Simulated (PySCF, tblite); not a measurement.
# C3H11GeOSi radical: geometry, infrared bands and EPR parameters

Aim: predict the infrared bands and EPR parameters of C3H11GeOSi radical (`CC[CH][GeH2][O][SiH3]`).

The runs use tblite 0.8.0 and PySCF 2.14.0, with density-fitted response routines of our own; the level of theory stands in each step. All values are computed, except where a source is named. Atoms are numbered from 0 throughout.

### 1 Starting geometry

17 atoms, charge 0, multiplicity 2; geometry from: force field or distance geometry start.

Bonds of the start (Å): C0–C1 1.51, C1–C2 1.53, C2–Ge3 1.93, Ge3–O4 1.80, O4–Si5 1.72, C0–H6 1.12, C0–H7 1.10, C0–H8 1.11, C1–H9 1.12, C1–H10 1.12, C2–H11 1.12, Ge3–H12 1.54, Ge3–H13 1.56, Si5–H14 1.47, Si5–H15 1.48, Si5–H16 1.47.

### 2 Geometry optimisation with GFN2-xTB

The job: settings as JSON, then the geometry in Å.

```
{"job": {"kind": "relax", "xc": "GFN2-xTB", "basis": "xTB"}, "charge": 0, "multiplicity": 2}
C     -2.534100     0.821100    -0.275100
C     -1.467200    -0.040700     0.347600
C     -0.380900    -0.399700    -0.664600
Ge     1.049700    -1.408500     0.155700
O      1.718600    -0.520900     1.573000
Si     2.595400     0.798800     0.897200
H     -3.304500     1.086500     0.486400
H     -3.035700     0.282700    -1.098800
H     -2.093800     1.760100    -0.666800
H     -1.926900    -0.977300     0.758100
H     -1.003700     0.511400     1.198300
H     -0.828900    -0.996300    -1.495800
H      2.152700    -1.712500    -0.870600
H      0.479300    -2.766500     0.660100
H      1.695900     1.686900     0.139500
H      3.196600     1.579400     2.005800
H      3.680200     0.307500     0.033100
```

Launch:

```console
OMP_NUM_THREADS=1 python probes_run.py task.json out
```

This one command runs all jobs of the session in turn.

**Question.** This job is followed by: GFN2-xTB harmonic vibrations, gas phase; UKS B3LYP, def2-TZVP-core on Ge, pcH-1 on C H O Si, non-relativistic, mean-field spin-orbit, GIAO. Predict these results of the whole session: strongest single infrared mode (GFN2-xTB); zero-point energy (GFN2-xTB); g(iso) (B3LYP); ⟨S²⟩; largest a(iso) (averaged by class); potential on the surface of density 0.002 e/bohr³, 1st and 99th percentile.

**Answer**, as computed:

| quantity | value |
| --- | --- |
| strongest single infrared mode (GFN2-xTB) | 1901 cm⁻¹, 490 km/mol |
| zero-point energy (GFN2-xTB) | 75.4 kcal/mol |
| g(iso) (B3LYP) | 2.00195 |
| ⟨S²⟩ | 0.754 (exact 0.75) |
| largest a(iso) (averaged by class) | 13C on C2, 88.5 MHz |
| potential on the surface of density 0.002 e/bohr³, 1st and 99th percentile | -0.96 V and 1.35 V |

Over 122 steps the energy fell by 0.859 eV; of the close pairs, Ge3–Si5 changed most, 2.795 to 3.232 Å. The frame itself reshapes: Ge3···Si5 goes from 2.79 to 3.23 Å. The lowest mode is slightly imaginary (2i cm⁻¹), a soft motion within the noise of the Hessian, so the minimum is not strictly shown. The strongest single mode, at 1901 cm⁻¹, moves mainly H13. GFN2-xTB is a fitted tight-binding method: band positions and strengths are rough. Its intensities can rank the bands wrongly. C2 carries the largest spin population, 1.00 e. The isotropic g lies 0.4 ppt below the free-electron value. The hyperfine terms hold no scalar relativity, which the heavier nuclei need. These values are for one conformer; the search (at its own cheap level) found 2 more, at 0.37, 0.37 kcal/mol, and measured spectra average over such forms.
